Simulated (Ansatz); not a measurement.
# Mg3BiSb: the cost of one run

Method: DFT PBE, scalar-relativistic, plane waves, PAW, in Ansatz 0.2.0.

**1. The starting structure**

Symmetry: Pm-3m, No. 221, cubic system. The conventional cell has a = 5.132 Å, b = 5.132 Å, c = 5.132 Å, α = 90.00°, β = 90.00°, γ = 90.00°. Around Mg (site symmetry 4/mmm) lie 2 Sb at 2.57 Å. Around Sb (site symmetry m-3m) lie 6 Mg at 2.57 Å. Bi (site symmetry m-3m) is surrounded by 12 Mg at 3.63 Å.

Structure file:

```xyz
5
Lattice="5.1319 0.0000 0.0000 0.0000 5.1319 0.0000 0.0000 0.0000 5.1319" Properties=species:S:1:pos:R:3 pbc="T T T"
Mg    0.0000    2.5659    2.5659
Mg    2.5659    0.0000    2.5659
Mg    2.5659    2.5659    0.0000
Sb    2.5659    2.5659    2.5659
Bi    0.0000    0.0000    0.0000
```

This is candidate A: cubic perovskite type (Pm-3m, No. 221).

(A quick probe on a coarse mesh, which set the mesh and smearing, is not shown.)

**3. Coarse relaxation (candidate A)**

input.yaml reads:

```yaml
crystal:
  lattice:
    - [5.1318935807, 0.0, 0.0]
    - [0.0, 5.1318935807, 0.0]
    - [0.0, 0.0, 5.1318935807]
  atoms:
    - { symbol: Mg, position: [0.0, 0.5, 0.5] }
    - { symbol: Mg, position: [0.5, 0.0, 0.5] }
    - { symbol: Mg, position: [0.5, 0.5, 0.0] }
    - { symbol: Sb, position: [0.5, 0.5, 0.5] }
    - { symbol: Bi, position: [0.0, 0.0, 0.0] }
basis:
  ecutwfc: 420
kpoints:
  mp_grid: { grid: [4, 4, 4] }
hamiltonian:
  xc: pbe
scf:
  occupations: { method: gaussian, width: 0.1 }
  lower_state_search: "off"
output:
  forces: true
  stress: true
  eigenvalues: true
relax:
  adjacent_minimum: "off"
  f_tol: 0.04
  max_steps: 70
  cell: { stress_tol: 0.4 }
```

The run is started by

```bash
$ ansatz run input.yaml --threads 1 --pin off --max-ram 2560MiB --backend cpu --events-out ev --progress --plain --runs-dir out
```

**Question.** How long does this run take on 1 thread of Arm Neoverse V2, shared host, and how much memory does it need?

About 11 s, with a peak of 0.4 GiB.
